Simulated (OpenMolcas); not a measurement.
# Cu⁴⁺ among point charges: CASSCF and CASPT2 levels and susceptibility, part 2 of 2

Aim: the splitting of the states of Cu⁴⁺ in the field of 4 point charges, its lowest levels with spin-orbit coupling and its magnetic susceptibility.

OpenMolcas 26.06; ANO-RCC-VDZP, DKH2, active space 7 electrons in 5 orbitals (3d), orbitals: per spin and parity. Surroundings: 4 point charges of -3 e arranged as a tetrahedron (Td), 1.93 Å from the ion. Earlier steps stand in the parts before.

### Step 6. CASPT2: IPEA 0.25, imaginary shift 0.1 (closed shells correlated: 3s 3p)

a.inp reads:

```
>>> COPY JOB001 $Project.JobIph
&CASPT2
Multistate=10 1 2 3 4 5 6 7 8 9 10
NoMult
Frozen=5
IPEA=0.25
Imaginary=0.1
MaxIter=60
WThr=0.0 0.3 0.05
PrWF=0.5
NoMix
>>> COPY JOB002 $Project.JobIph
&CASPT2
Multistate=40 1 2 3 4 5 6 7 8 9 10 11 12 13 14 15 16 17 18 19 20 21 22
23 24 25 26 27 28 29 30 31 32 33 34 35 36 37 38 39 40
NoMult
Frozen=5
IPEA=0.25
Imaginary=0.1
MaxIter=60
WThr=0.0 0.3 0.05
PrWF=0.5
NoMix
```

Run with:

```console
$ OMP_NUM_THREADS=1 MOLCAS_MEM=1689 MOLCAS_PROJECT=a pymolcas a.inp > a.log
```

The log of the run:

```text
Orbital specifications:
      -----------------------

      Symmetry species                           1
                                                 a
      Frozen orbitals                            5
      Inactive orbitals                          4
      Active orbitals                            5
      Secondary orbitals                        20
      Deleted orbitals                           0
      Number of basis functions                 34
Type of calculation                        SS-CASPT2
      Fock operator                              state-specific
      IPEA shift                                 0.25
      Real shift                                 0.00
      Imaginary shift                            0.10
      The input orbitals will be transformed to quasi-canonical
Reference energy:       -1662.0478617978
      E2 (Non-variational):      -0.3314032865
      Shift correction:          -0.0000506736
      E2 (Variational):          -0.3314539602
      Total energy:           -1662.3793157579
      Residual norm:              0.0000002569
      Reference weight:           0.96346
      Contributions to the CASPT2 correlation energy
      Active & Virtual Only:         -0.1259234027
      One Inactive Excited:          -0.1532244346
      Two Inactive Excited:          -0.0522554492
Reference energy:       -1662.0416430455
      E2 (Non-variational):      -0.3315904362
      Shift correction:          -0.0000510102
      E2 (Variational):          -0.3316414464
      Total energy:           -1662.3732844920
      Residual norm:              0.0000002459
      Reference weight:           0.96334
      Contributions to the CASPT2 correlation energy
      Active & Virtual Only:         -0.1260032903
      One Inactive Excited:          -0.1532057733
      Two Inactive Excited:          -0.0523813726
::    CASPT2 Root  1     Total energy:  -1662.37931576
::    CASPT2 Root  2     Total energy:  -1662.37328449
::    CASPT2 Root  3     Total energy:  -1662.37589121
::    CASPT2 Root  4     Total energy:  -1662.37531790
::    CASPT2 Root  5     Total energy:  -1662.36933055
::    CASPT2 Root  6     Total energy:  -1662.36951470
::    CASPT2 Root  7     Total energy:  -1662.36935242
::    CASPT2 Root  8     Total energy:  -1662.27755233
::    CASPT2 Root  9     Total energy:  -1662.27740312
::    CASPT2 Root 10     Total energy:  -1662.27739786
Orbital specifications:
      -----------------------

      Symmetry species                           1
                                                 a
      Frozen orbitals                            5
      Inactive orbitals                          4
      Active orbitals                            5
      Secondary orbitals                        20
      Deleted orbitals                           0
      Number of basis functions                 34
Type of calculation                        SS-CASPT2
      Fock operator                              state-specific
      IPEA shift                                 0.25
      Real shift                                 0.00
      Imaginary shift                            0.10
      The input orbitals will be transformed to quasi-canonical
Reference energy:       -1661.9322290447
      E2 (Non-variational):      -0.3411179366
      Shift correction:          -0.0000532986
      E2 (Variational):          -0.3411712351
      Total energy:           -1662.2734002798
      Residual norm:              0.0000000970
      Reference weight:           0.96180
      Contributions to the CASPT2 correlation energy
      Active & Virtual Only:         -0.1290103064
      One Inactive Excited:          -0.1579592904
      Two Inactive Excited:          -0.0541483398
Reference energy:       -1661.9322290447
      E2 (Non-variational):      -0.3408594659
      Shift correction:          -0.0000530577
      E2 (Variational):          -0.3409125236
      Total energy:           -1662.2731415682
      Residual norm:              0.0000000970
      Reference weight:           0.96187
      Contributions to the CASPT2 correlation energy
      Active & Virtual Only:         -0.1289434006
      One Inactive Excited:          -0.1577593746
      Two Inactive Excited:          -0.0541566907
::    CASPT2 Root  1     Total energy:  -1662.27340028
::    CASPT2 Root  2     Total energy:  -1662.27314157
::    CASPT2 Root  3     Total energy:  -1662.27326226
::    CASPT2 Root  4     Total energy:  -1662.27311896
::    CASPT2 Root  5     Total energy:  -1662.27311696
::    CASPT2 Root  6     Total energy:  -1662.27343253
::    CASPT2 Root  7     Total energy:  -1662.27116654
::    CASPT2 Root  8     Total energy:  -1662.27116275
::    CASPT2 Root  9     Total energy:  -1662.27117757
::    CASPT2 Root 10     Total energy:  -1662.24397020
::    CASPT2 Root 11     Total energy:  -1662.24392516
::    CASPT2 Root 12     Total energy:  -1662.24378788
::    CASPT2 Root 13     Total energy:  -1662.23562207
::    CASPT2 Root 14     Total energy:  -1662.23577856
::    CASPT2 Root 15     Total energy:  -1662.23580500
::    CASPT2 Root 16     Total energy:  -1662.23251056
::    CASPT2 Root 17     Total energy:  -1662.23222187
::    CASPT2 Root 18     Total energy:  -1662.23756164
::    CASPT2 Root 19     Total energy:  -1662.23797589
::    CASPT2 Root 20     Total energy:  -1662.23812087
::    CASPT2 Root 21     Total energy:  -1662.23504136
::    CASPT2 Root 22     Total energy:  -1662.23541066
::    CASPT2 Root 23     Total energy:  -1662.23535165
::    CASPT2 Root 24     Total energy:  -1662.23278936
::    CASPT2 Root 25     Total energy:  -1662.23248909
::    CASPT2 Root 26     Total energy:  -1662.23274399
::    CASPT2 Root 27     Total energy:  -1662.22954995
::    CASPT2 Root 28     Total energy:  -1662.22984142
::    CASPT2 Root 29     Total energy:  -1662.14403219
::    CASPT2 Root 30     Total energy:  -1662.14283352
```

This run: 5.8 s of run time, 1 thread, shared host.

SS-CASPT2: lowest energy less the reference's lowest, -0.3315 hartree; reference weights 0.958 to 0.963.

Spin-free states, with their symmetry labels:

| state | degeneracy | E (cm-1) | free-ion L (%) |
| --- | --- | --- | --- |
| 4A2 | 1 | 0 | F (100) |
| 4T2 | 3 | 984 | F (100) |
| 4T1 | 3 | 2176 | F (100) |
| 4T1 | 3 | 22357 | P (100) |
| 2A1 | 1 | 23239 | G (100) |
| 2E | 2 | 23274 | G (97) |
| 2T1 | 3 | 23297 | G (98) |
| 2T2 | 3 | 23735 | G (100) |
| 2T1 | 3 | 29722 | H (63) |
| 2T1 | 3 | 31040 | H (64) |
| 2T2 | 3 | 31512 | H (96) |
| 2T1 | 3 | 31615 | H (71) |
| 2T2 | 3 | 32184 | D (96) |
| 2E | 2 | 32252 | H (94) |
| 2E | 2 | 32838 | D (95) |
| 2A2 | 1 | 51639 | F (100) |
| 2T2 | 3 | 51915 | F (100) |
| 2T1 | 3 | 52139 | F (100) |
| 2E | 2 | 80647 | D (100) |
| 2T2 | 3 | 80787 | D (100) |

With spin-orbit coupling:

| E (cm-1) | Degeneracy | Label | 2S+1 | g |
| --- | --- | --- | --- | --- |
| 0 | 4 | Γ8 | 4 |  |
| 850 | 4 | Γ8 | 4 |  |
| 1200 | 2 | Γ6 | 4 | 3.01 3.01 3.01 |
| 2290 | 2 | Γ7 | 4 | 3.94 3.94 3.94 |
| 2410 | 4 | Γ8 | 4 |  |
| 2440 | 2 | Γ6 | 4 | 1.01 1.01 1.01 |
| 3530 | 4 | Γ8 | 4 |  |
| 4190 | 2 | Γ7 | 4 | 1.94 1.94 1.94 |
| 4720 | 4 | Γ8 | 4 |  |
| 22840 | 4 | Γ8 | 4 |  |
| 22850 | 2 | Γ7 | 4 | 2.66 2.66 2.66 |
| 23270 | 4 | Γ8 | 4 |  |
| 23380 | 2 | Γ6 | 2 | 3.97 3.97 3.97 |
| 23540 | 4 | Γ8 | 2 |  |
| 24090 | 4 | Γ8 | 2 |  |
| 24130 | 2 | Γ6 | 4 | 2.62 2.62 2.62 |
| 25170 | 2 | Γ6 | 2 | 1.99 1.99 1.99 |
| 25230 | 4 | Γ8 | 2 |  |
| 25600 | 2 | Γ7 | 2 | 2.64 2.64 2.64 |
| 30230 | 4 | Γ8 | 2 |  |
| 31480 | 4 | Γ8 | 2 |  |
| 31650 | 2 | Γ6 | 2 | 1.50 1.50 1.50 |
| 32090 | 2 | Γ6 | 2 | 0.11 0.11 0.11 |
| 32090 | 2 | Γ7 | 2 | 3.92 3.92 3.92 |

Powder χT (cm³ K/mol): 4.09 at 2 K, 4.10 at 5 K, 4.11 at 10 K, 4.13 at 20 K, 4.19 at 50 K, 4.28 at 100 K, 4.38 at 150 K, 4.48 at 200 K, 4.57 at 250 K, 4.65 at 300 K.

### Step 7. The methods side by side

A. CASSCF
B. SS-CASPT2, IPEA 0.25, imaginary shift 0.1 (closed shells correlated: 3s 3p)

| method | ground state | first state of that spin (cm-1) | first gap with spin-orbit (cm-1) | χT at 300 K |
| --- | --- | --- | --- | --- |
| A | 4A2 | 4T2 1365 | 1072.2 | 4.43 |
| B | 4A2 | 4T2 984.2 | 852.6 | 4.65 |

### Step 8. Outcome

The summary covers parts 1 to 2.

```
                                            quantity                                                                        value
                                              method  SS-CASPT2, IPEA 0.25, imaginary shift 0.1 (closed shells correlated: 3s 3p)
                              spin-free ground state                                              4A2, 1-fold in its orbital part
first state of the same spin within the active space                                                              4T2 at 984 cm⁻¹
                                        lowest level                                                                    4-fold Γ8
                                          next level                                                                   852.6 cm⁻¹
                                         χT at 300 K                                                               4.65 cm³ K/mol
                           effective moment at 300 K                                                                      6.10 μB
```

Cost by method:

| method | time of its own steps | time with the reference |
| --- | --- | --- |
| A. CASSCF | 17 s | 17 s |
| B. SS-CASPT2, IPEA 0.25, imaginary shift 0.1, +3s 3p | 5.8 s | 23 s |

Times are of one thread on a shared host.

What this shows: The spin-free ground state (4A2) comes to 100 % from free-ion F terms and keeps the highest spin of the shell. χT at 300 K is 4.65, against 1.88 cm³ K/mol for the spin alone, so orbital moment adds to it. CASPT2 does not keep the components of a term degenerate, and the means are used. The field of point charges can differ much from that of real complexes. Point charges carry no covalency, so the field is a model and not that of real ligands.
